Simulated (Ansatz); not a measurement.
# AsC3N3: the cost of one run

Program: Ansatz 0.2.0. Level of theory: DFT, PBE, plane-wave PAW, default files, scalar-relativistic, as far as a step names no other. These are calculated values, not measurements.

1 further run of the same task is left out (it didn't finish).

## 1. Starting point

Symmetry: C2, No. 5, monoclinic system. Conventional cell: a = 9.190 Å, b = 6.900 Å, c = 8.920 Å, α = 90.00°, β = 101.20°, γ = 90.00°. Around As (site symmetry 1) lie 3 C at 1.97 to 1.98 Å. Around C (site symmetry 1) lie 1 N at 1.16 Å. Around N (site symmetry 1) lie 1 C at 1.16 Å.

Coordinates:

```xyz
14
Lattice="4.5950 -3.4500 0.0000 4.5950 3.4500 0.0000 -1.7326 0.0000 8.7501" Properties=species:S:1:pos:R:3 pbc="T T T"
As    2.2570   -0.0008    2.2940
As    5.2005   -0.0008    6.4561
C     1.3661    1.4693    3.2586
C     6.0913    1.4693    5.4916
C     5.1090    2.5208    2.1790
C     2.3484    2.5208    6.5711
C     1.8930    0.9110    0.5871
C     5.5645    0.9110    8.1630
N     4.6776   -1.9843    8.3199
N     2.7799   -1.9843    0.4302
N     4.1391    1.8841    2.1756
N     3.3184    1.8841    6.5746
N     5.5282   -1.1293    3.9199
N     1.9292   -1.1293    4.8303
```

The earlier run gave: gap on the mesh 4.68 eV, largest force 0.017 eV/Å, pressure 0.6 GPa.

Like atoms gathered into sites:

```tsv
site	atoms	first shell	V_zz (10²¹ V/m²)	η	C_Q (MHz)
As	1, 2	3 C at 1.97–1.98 Å	-21.4	0.04	-161 (⁷⁵As)
C3	3, 4	1 N at 1.16 Å, 1 As at 1.97 Å, angle 174°	-3.40	0.05	–
C5	5, 6	1 N at 1.16 Å, 1 As at 1.98 Å, angle 174°	-3.48	0.02	–
C7	7, 8	1 N at 1.16 Å, 1 As at 1.97 Å, angle 173°	-3.36	0.03	–
N9	9, 10	1 C at 1.16 Å	-7.76	0.04	-3.84 (¹⁴N)
N11	11, 12	1 C at 1.16 Å	-7.53	0.05	-3.72 (¹⁴N)
N13	13, 14	1 C at 1.16 Å	-7.91	0.04	-3.91 (¹⁴N)
```

C_Q = eQV_zz/h, which is 24.18 MHz for Q = 1 b and V_zz = 10²¹ V/m²; η = (V_xx − V_yy)/V_zz. Nuclear quadrupole moments: year-2017 set (Pyykkö). A dash under C_Q marks elements without a common quadrupolar isotope.

## 2. Settings changed: scf.convergence.dr2_threshold = 1e-06

File input.yaml:

```yaml
crystal:
  lattice:
    - [4.595, -3.45, 0.0]
    - [4.595, 3.45, 0.0]
    - [-1.73257, 0.0, 8.75012]
  atoms:
    - { symbol: As, position: [0.2951293755, 0.2949045224, 0.2621687797] }
    - { symbol: As, position: [0.7050954776, 0.7048706245, 0.7378312203] }
    - { symbol: C, position: [0.0059121565, 0.4318030148, 0.3724010734] }
    - { symbol: C, position: [0.5681969852, 0.9940878435, 0.6275989266] }
    - { symbol: C, position: [0.2375465944, 0.9682105663, 0.2490241906] }
    - { symbol: C, position: [0.0317894337, 0.7624534056, 0.7509758094] }
    - { symbol: C, position: [0.0866035516, 0.3506592043, 0.067101287] }
    - { symbol: C, position: [0.6493407957, 0.9133964484, 0.932898713] }
    - { symbol: "N", position: [0.975828721, 0.4006596597, 0.9508328635] }
    - { symbol: "N", position: [0.5993403403, 0.024171279, 0.0491671365] }
    - { symbol: "N", position: [0.2242096248, 0.7703131485, 0.2486315767] }
    - { symbol: "N", position: [0.2296868515, 0.7757903752, 0.7513684233] }
    - { symbol: "N", position: [0.849661163, 0.5223410708, 0.4479787309] }
    - { symbol: "N", position: [0.4776589292, 0.150338837, 0.5520212691] }
kpoints:
  mp_grid: { grid: [5, 5, 3] }
scf:
  occupations: { method: fermi_dirac, width: 0.02 }
  convergence: { dr2_threshold: 1.0e-06 }
hamiltonian:
  xc: pbe
  pseudopotentials: { kind: paw }
output:
  forces: true
  stress: true
  populations: true
  efg:
    quadrupole_moments_barn: { As: 0.311, "N": 0.02044 }
    contact_densities: true
```

Run with:

```console
$ ansatz run input.yaml --threads 1 --pin off --max-ram 3072MiB --backend cpu --events-out ev --progress --plain --runs-dir out
```

Q: Estimate wall time and peak memory on 1 thread of an x86-64 CPU, shared host.

About 43 s, with a peak of 0.65 GiB.
